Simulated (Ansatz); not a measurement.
# C2H5B2Cl: the cost of one run

The runs use Ansatz 0.2.0, Gaussian basis; the settings change from run to run.

## Step 1: The molecule

The geometry comes from an earlier relaxation with PBE0-D4 in a triple-zeta def2 set; it is a stationary point, not always the lowest conformer.

10 atoms, charge 0, spin multiplicity 1.

Atoms are counted from 1 here; the program's logs count them from 0.

Bond lengths: C1–B2 1.554 Å, C1–H6 1.098 Å, C1–H7 1.092 Å, C1–H8 1.093 Å, B2–B3 1.601 Å, B2–C4 1.490 Å, B3–C4 1.704 Å, B3–Cl5 1.963 Å, B3–H9 1.187 Å, C4–Cl5 1.821 Å, C4–H10 1.084 Å. Angles: B2–C1–H6 107.3°, B2–C1–H7 112.8°, B2–C1–H8 113.9°, H6–C1–H7 106.2°, H6–C1–H8 106.7°, H7–C1–H8 109.5°, C1–B2–B3 146.0°, C1–B2–C4 133.2°, B3–B2–C4 66.8°, B2–B3–C4 53.5°, B2–B3–Cl5 98.1°, B2–B3–H9 149.3°, C4–B3–Cl5 59.1°, C4–B3–H9 133.9°, Cl5–B3–H9 110.3°, B2–C4–B3 59.7°, B2–C4–Cl5 108.9°, B2–C4–H10 142.4° and more.

Geometry (Å):

```mol
C2H5B2Cl
  3D, bonds by distance, orders not assigned

 10 11  0  0  0  0  0  0  0  0999 V2000
   -0.8665   -1.1479   -0.7984 C   0  0
   -0.3163    0.0933   -0.0426 B   0  0
    0.1815    0.6797    1.3612 B   0  0
    0.9489    0.8735   -0.1476 C   0  0
    0.7421    2.4531    0.7351 Cl  0  0
   -1.7686   -0.8289   -1.3365 H   0  0
   -1.1806   -1.9479   -0.1250 H   0  0
   -0.1802   -1.5508   -1.5473 H   0  0
    0.5726    0.4894    2.4653 H   0  0
    1.9502    0.8355   -0.5614 H   0  0
  1  2  8  0
  1  6  8  0
  1  7  8  0
  1  8  8  0
  2  3  8  0
  2  4  8  0
  3  4  8  0
  3  5  8  0
  3  9  8  0
  4  5  8  0
  4 10  8  0
M  END
```

## Step 2: B97/6-31G*

Options: multiplicity 3, restricted open-shell orbitals, atoms shaken by 0.03 Å, relativity set to none, high accuracy.

The input, in.yaml:

```yaml
crystal:
  periodic: [false, false, false]
  atoms:
    - {symbol: C, position_ang: [-0.878310, -1.156459, -0.758843]}
    - {symbol: B, position_ang: [-0.334147, 0.113536, -0.026083]}
    - {symbol: B, position_ang: [0.232850, 0.660638, 1.364961]}
    - {symbol: C, position_ang: [0.970832, 0.832286, -0.132933]}
    - {symbol: Cl, position_ang: [0.688821, 2.458031, 0.670954]}
    - {symbol: H, position_ang: [-1.784900, -0.821307, -1.324871]}
    - {symbol: H, position_ang: [-1.161044, -1.960341, -0.086994]}
    - {symbol: H, position_ang: [-0.218033, -1.566061, -1.544937]}
    - {symbol: H, position_ang: [0.623028, 0.482822, 2.461137]}
    - {symbol: H, position_ang: [1.914400, 0.851522, -0.550493]}
basis:
  gaussian: {orbitals: "6-31G*"}
magnetization: {spin_polarized: false, initial_magnetization: 2}
hamiltonian: {xc: {name: B97}, pseudopotentials: {relativity: none}}
accuracy: high
```

Command:

```
$ ansatz run in.yaml --threads 2 --pin off --events-out ev --progress --plain --max-ram 4352MiB
```

**Question.** How long does this run take on 2 threads of Intel Xeon 6975P-C, shared host, and how much memory does it need?

About 26 s, with a peak of 0.92 GiB.
